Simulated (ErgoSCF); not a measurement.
# BeN2H4 (Be(NH2)2): levels of theory compared

Wanted: a comparison of 6 runs (HF/STO-3G, HF/3-21G, HF/def2-SVP, B3LYP/6-31G*, PBE0/def2-SVP, PBE/def2-SVPD) of BeN2H4 (Be(NH2)2). 

Program for the calculation: ErgoSCF 3.8.

2 further runs of the same task are left out: 2 that didn't finish.

### Step 1. The molecule

BeN2H4 has 7 atoms, charge 0, and is taken as a singlet. SMILES: `[NH2][Be][NH2]`. The shape comes from GFN2-xTB, which is rough for such elements, and wasn't checked as a minimum.

Bond lengths: Be1–N2 1.516 Å, Be1–N5 1.516 Å, N2–H3 1.006 Å, N2–H4 1.006 Å, N5–H6 1.006 Å, N5–H7 1.006 Å. Angles: N2–Be1–N5 179.4°, Be1–N2–H3 126.9°, Be1–N2–H4 127.1°, Be1–N5–H6 127.3°, Be1–N5–H7 126.7°, H3–N2–H4 106.1°, H6–N5–H7 106.0°.

### Step 2. A single-point energy at HF/STO-3G (run 1)

The input, run.inp:

```
set_nthreads(1)
molecule_inline
Be   0.01836814  -0.00548021   0.00001890
N    0.00548021  -0.02789236   2.86514606
H    0.13082574   1.47793590   4.01774671
H   -0.14592465  -1.54600384   3.99786679
N    0.00483770   0.02549241  -2.86493819
H    1.50558260  -0.09259658  -4.02477649
H   -1.51916973   0.16856357  -3.99106378
EOF
scf.max_number_of_iterations = 120
tmpdir = "."
charge = 0
scf.output_mulliken_pop = 1
scf.use_diagonalization = 1
basis = "STO-3G"
run "HF"
```

The basis set STO-3G is read from a file made from the Basis Set Exchange's data (not shown).

The run is started by

```
ergo run.inp
```

Standard output:

```text
[...]
INSC SCF_general constructor, number of basis functions: 19
[...]
INSC Energy   1 =        -94.49473379748
[...]
INDE E_LUMO =          0.34196581571
[...]
INSC Energy  10 =       -124.30944676620  ( diff     -0.000000000005684 )
[...]
RESC CONVERGED after  10 iterations.
RESC FINAL ENERGY:       -124.30944676620
[...]
INSC SCF: dipole_moment_x [atomic units] =      -0.00401704
INSC SCF: dipole_moment_y [atomic units] =       0.00042977
INSC SCF: dipole_moment_z [atomic units] =      -0.00014200
[...]
```

It took 1.1 s on 1 thread of Arm Neoverse V1, shared host; peak memory 0.26 GiB.

### Step 3. The energy at HF/3-21G (run 2)

The input, run.inp:

```
set_nthreads("env")
molecule_inline
Be     0.01836814    -0.00548021     0.00001890
N      0.00548021    -0.02789236     2.86514606
H      0.13082574     1.47793590     4.01774671
H     -0.14592465    -1.54600384     3.99786679
N      0.00483770     0.02549241    -2.86493819
H      1.50558260    -0.09259658    -4.02477649
H     -1.51916973     0.16856357    -3.99106378
EOF
scf.output_mulliken_pop = 1
scf.max_number_of_iterations = 120
tmpdir = "."
basis = "3-21G"
scf.use_diagonalization = 1
spin_polarization = 0
run "HF"
```

The basis set 3-21G is read from a file made from the Basis Set Exchange's data (not shown).

The run is started by

```
ergo < run.inp
```

Standard output:

```text
[...]
INSC SCF_general constructor, number of basis functions: 35
[...]
INSC Energy   1 =        -69.96406852418
[...]
INDE E_LUMO =          0.19155277964
[...]
INSC Energy  13 =       -125.25644585760  ( diff     -0.000000000000597 )
[...]
RESC CONVERGED after  13 iterations.
RESC FINAL ENERGY:       -125.25644585760
[...]
INSC SCF: dipole_moment_x [atomic units] =      -0.00603901
INSC SCF: dipole_moment_y [atomic units] =       0.00064212
INSC SCF: dipole_moment_z [atomic units] =      -0.00022107
[...]
```

Wall time 1.4 s (1 thread of Arm Neoverse V1, shared host); peak memory 0.26 GiB.

Run 3 isn't shown in full; the table further down has it.

### Step 4. A single-point energy at B3LYP/6-31G(d) (spherical functions) (run 4)

The input, molecule.xyz:

```xyz
7

Be     0.009720    -0.002900     0.000010
N      0.002900    -0.014760     1.516170
H      0.069230     0.782090     2.126100
H     -0.077220    -0.818110     2.115580
N      0.002560     0.013490    -1.516060
H      0.796720    -0.049000    -2.129820
H     -0.803910     0.089200    -2.111980
```

The input, job.ego:

```
set_nthreads(1)
molecule "molecule.xyz"
basis = "6-31G*"
scf.use_diagonalization = 1
scf.output_mulliken_pop = 1
tmpdir = "."
XC.angint = 41
XC.radint = 1e-11
scf.max_number_of_iterations = 120
XC.sparse_mode = 0
run "B3LYP-G"
```

The basis set 6-31G* is read from a file made from the Basis Set Exchange's data (not shown).

The run is started by

```
ergo < job.ego
```

Standard output:

```text
[...]
INDF Weighted mixed functional:
[...]
INSC Energy   1 =        -54.92316220752
[...]
INDE E_LUMO =          0.04941928706
[...]
INSC Energy  13 =       -126.72835720481  ( diff     -0.000000000020805 )
[...]
RESC CONVERGED after  13 iterations.
RESC FINAL ENERGY:       -126.72835720481
[...]
INSC SCF: dipole_moment_x [atomic units] =      -0.00509882
INSC SCF: dipole_moment_y [atomic units] =       0.00069991
INSC SCF: dipole_moment_z [atomic units] =      -0.00019220
[...]
```

Wall time 8.4 s (1 thread of Arm Neoverse V1, shared host); peak memory 0.26 GiB.

Run 5 isn't shown in full; the table further down has it.

### Step 5. A single-point energy at PBE/def2-SVPD (run 6)

The input, input.xyz:

```xyz
7
BeH4N2
Be     0.009720    -0.002900     0.000010
N      0.002900    -0.014760     1.516170
H      0.069230     0.782090     2.126100
H     -0.077220    -0.818110     2.115580
N      0.002560     0.013490    -1.516060
H      0.796720    -0.049000    -2.129820
H     -0.803910     0.089200    -2.111980
```

The input, input.ego:

```
set_nthreads(1)
molecule "input.xyz"
XC.sparse_mode = 0
tmpdir = "."
scf.use_diagonalization = 1
XC.angint = 41
basis = "def2-SVPD"
XC.radint = 1e-11
scf.output_mulliken_pop = 1
scf.max_number_of_iterations = 120
run "PBE"
```

The basis set def2-SVPD is read from a file made from the Basis Set Exchange's data (not shown).

The run is started by

```
ergo input.ego
```

Standard output:

```text
[...]
INDF Weighted mixed functional:
[...]
INSC Energy   1 =        -40.84131924060
[...]
INDE E_LUMO =         -0.01733787447
[...]
INSC Energy  29 =       -126.48320359326  ( diff      0.000000000000085 )
[...]
RESC CONVERGED after  29 iterations.
RESC FINAL ENERGY:       -126.48320359326
[...]
INSC SCF: dipole_moment_x [atomic units] =      -0.00297461
INSC SCF: dipole_moment_y [atomic units] =       0.00020089
INSC SCF: dipole_moment_z [atomic units] =      -0.00019344
[...]
```

Run time: 31 s. Hardware: 1 thread of Arm Neoverse V1, shared host; peak memory 0.26 GiB.

### Step 6. The series

```
run                               level  integration grid  radint  energy (Eh)  dipole moment (D)  wall time
  1                           HF/STO-3G                 –       –  -124.309447               0.01      1.1 s
  2                            HF/3-21G                 –       –  -125.256446               0.02      1.4 s
  3                         HF/def2-SVP                 –       –  -125.841348               0.01      6.3 s
  4  B3LYP/6-31G* (spherical functions)             Turbo   1e-11  -126.728357               0.01      8.4 s
  5                       PBE0/def2-SVP             Turbo   1e-11  -126.475939               0.01      9.9 s
  6                       PBE/def2-SVPD             Turbo   1e-11  -126.483204               0.01       31 s
```

### Step 7. What came out

```
            quantity          value
 run 6: total energy  -126.48320 Eh
run 6: dipole moment         0.01 D
```

What this shows: Totals of different functionals can't be ranked against each other. In run 1 the basis is minimal, so the values are rough. All runs together took 58 s, the longest 31 s.
